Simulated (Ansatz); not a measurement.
# CH6ClNSi: a ladder of functionals and wavefunction methods

One table from this session's results is given with a row withheld; the runs are named, their logs left out.

Computed with Ansatz 0.2.0, Gaussian basis. Level: functionals in def2-TZVPP, the program's frozen cores in correlated methods.

The runs, in order: PBE-D4, r2SCAN-D4, PBE0-D4, B3LYP-D4, ωB97X-V, ωB97M-V, B2PLYP; CCSD(T)/def2-TZVPP; CCSD(T)/def2-QZVPP; extrapolation to the limit.

## Structure used throughout

All runs share one geometry, relaxed beforehand with PBE0-D4 in a triple-zeta def2 set.

SMILES `CN[SiH2]Cl`, 10 atoms, charge 0, spin multiplicity 1.

Atoms are counted from 1 here; the program's logs count them from 0.

Bond lengths: C1–N2 1.449 Å, C1–H5 1.096 Å, C1–H6 1.093 Å, C1–H7 1.093 Å, N2–Si3 1.697 Å, N2–H8 1.008 Å, Si3–Cl4 2.075 Å, Si3–H9 1.479 Å, Si3–H10 1.479 Å. Angles: N2–C1–H5 113.1°, N2–C1–H6 110.8°, N2–C1–H7 109.4°, H5–C1–H6 108.4°, H5–C1–H7 107.5°, H6–C1–H7 107.3°, C1–N2–Si3 123.9°, C1–N2–H8 113.7°, Si3–N2–H8 117.7°, N2–Si3–Cl4 114.9°, N2–Si3–H9 108.1°, N2–Si3–H10 108.8°, Cl4–Si3–H9 106.4°, Cl4–Si3–H10 105.0°, H9–Si3–H10 113.8°.

Geometry (Å):

```xyz
10

C    -0.2927    1.2506    0.5880
N    -0.4116    0.2664   -0.4694
Si    0.5089   -1.1574   -0.5457
Cl    0.0545   -2.5684    0.9059
H    -0.9578    1.0534    1.4364
H    -0.5035    2.2544    0.2097
H     0.7320    1.2548    0.9669
H    -1.3121    0.2668   -0.9230
H     0.2515   -1.8029   -1.8510
H     1.9307   -0.8177   -0.3178
```

The first run:

File in.yaml:

```yaml
crystal:
  periodic: [false, false, false]
  atoms:
    - {symbol: C, position_ang: [-0.292692, 1.250610, 0.587978]}
    - {symbol: N, position_ang: [-0.411632, 0.266403, -0.469445]}
    - {symbol: Si, position_ang: [0.508899, -1.157391, -0.545658]}
    - {symbol: Cl, position_ang: [0.054524, -2.568360, 0.905893]}
    - {symbol: H, position_ang: [-0.957752, 1.053359, 1.436390]}
    - {symbol: H, position_ang: [-0.503451, 2.254396, 0.209659]}
    - {symbol: H, position_ang: [0.732037, 1.254764, 0.966919]}
    - {symbol: H, position_ang: [-1.312110, 0.266794, -0.922963]}
    - {symbol: H, position_ang: [0.251474, -1.802852, -1.851003]}
    - {symbol: H, position_ang: [1.930714, -0.817723, -0.317768]}
basis:
  gaussian: {orbitals: def2-TZVPP}
hamiltonian: {xc: pbe, dispersion: d4}
output: {forces: true, orbitals: {seedname: orbitals}}
```

On the command line:

```bash
ansatz run in.yaml --threads 2 --pin off --events-out ev --progress --plain --max-ram 32768MiB --backend cpu
```

Among the steps run: PBE-D4 (GGA); r2SCAN-D4 (meta-GGA); PBE0-D4 (hybrid); B3LYP-D4 (hybrid); ωB97X-V (range-separated); ωB97M-V (range-separated); B2PLYP (double hybrid); CCSD(T) in def2-TZVPP; CCSD(T) in def2-QZVPP.

One of the session's tables, all rows but one given; the rest of the session is left out.

| method | atomisation energy (kJ/mol) |
| --- | --- |
| PBE-D4 | 3480.3 |
| r2SCAN-D4 | 3440.8 |
| PBE0-D4 | ? |
| B3LYP-D4 | 3449.5 |
| ωB97X-V | 3467.2 |
| ωB97M-V | 3464.1 |
| B2PLYP | 3407.5 |
| HF/def2-TZVPP | 2524.9 |
| MP2/def2-TZVPP | 3383.3 |
| CCSD/def2-TZVPP | 3308.4 |
| CCSD(T)/def2-TZVPP | 3351.5 |
| MP2/CBS | 3483.0 |
| CCSD(T)/CBS | 3451.7 |

Estimate the missing values for PBE0-D4.

As computed: atomisation energy (kJ/mol): 3439.2. In the column «atomisation energy (kJ/mol)» it lies between B2PLYP (3407.5) and r2SCAN-D4 (3440.8).
